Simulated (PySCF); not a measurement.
# H4NdO2 (Nd(H2O)23+): the cost of one run

Method: several levels, as the steps say, no spin–orbit coupling; program: PySCF 2.14.0.

3 further runs of the same task are left out: 2 for a known fault of the program, 1 that didn't finish.

**1. The starting structure**

7 atoms, charge 3, spin multiplicity 1.

Bond lengths: Nd1–O2 2.292 Å, Nd1–O5 2.292 Å, O2–H3 1.006 Å, O2–H4 1.005 Å, O5–H6 1.005 Å, O5–H7 1.007 Å. Angles: O2–Nd1–O5 114.7°, Nd1–O2–H3 127.6°, Nd1–O2–H4 130.0°, H3–O2–H4 102.5°, Nd1–O5–H6 129.9°, Nd1–O5–H7 127.6°, H6–O5–H7 102.5°.

Coordinates:

```xyz
7

Nd    0.1538    1.0522   -0.0064
O     0.0672   -0.1737    1.9282
H     0.1128    0.1678    2.8736
H    -0.0290   -1.1650    2.0602
O    -0.0876   -0.1741   -1.9275
H     0.0571   -1.1552   -2.0890
H    -0.3549    0.1594   -2.8390
```

Formal oxidation states: Nd +3. Each metal's 3 4f electrons lie in its core potential, so multiplicities, spins and levels count the valence alone. An earlier session relaxed this geometry at BP86, Nd lcecp-1-SVP with ECP49, O def2-SVP, H def2-SVP (singlet, point group C1).

At BP86 on the finer grid: E = -185.540266 Eh, HOMO -24.52 eV, LUMO -19.48 eV, Mulliken charge on Nd1 +2.16 e, largest force component 0.014 eV/Å. 

Levels to run: CAM-B3LYP; TPSS; M06-L; revPBE; BP86, TZVP. Hardware: 2 threads of Arm Neoverse V2, shared host.

**2. CAM-B3LYP**

Input file run.py (the lines that set the calculation):

```python
mol = gto.M(atom='''
Nd     0.15380     1.05222    -0.00642
O      0.06717    -0.17372     1.92820
H      0.11284     0.16781     2.87361
H     -0.02904    -1.16504     2.06015
O     -0.08756    -0.17407    -1.92753
H      0.05714    -1.15519    -2.08902
H     -0.35495     0.15938    -2.83897''',
    basis={'Nd': 'lcecp-1-SVP', 'O': 'def2-SVP', 'H': 'def2-SVP'},
    ecp={'Nd': 'lcecp-1-SVP'},
    charge=3, spin=0)
mf = dft.RKS(mol, xc='CAMB3LYP')
mf.grids.atom_grid = (75, 302)  # f atoms: unpruned, at least (60, 302)
mf = mf.density_fit()  # fitting sets: Nd AutoAux, O def2-universal-JKFIT, H def2-universal-JKFIT
mf.conv_tol = 1e-08; mf.max_cycle = 55
mf.kernel(dm0)  # dm0: the density of the relaxed state
```

On the command line:

```
> OMP_NUM_THREADS=2 python run.py
```

**Question.** How long does this run take on 2 threads of Arm Neoverse V2, shared host?

About 3.5 s.
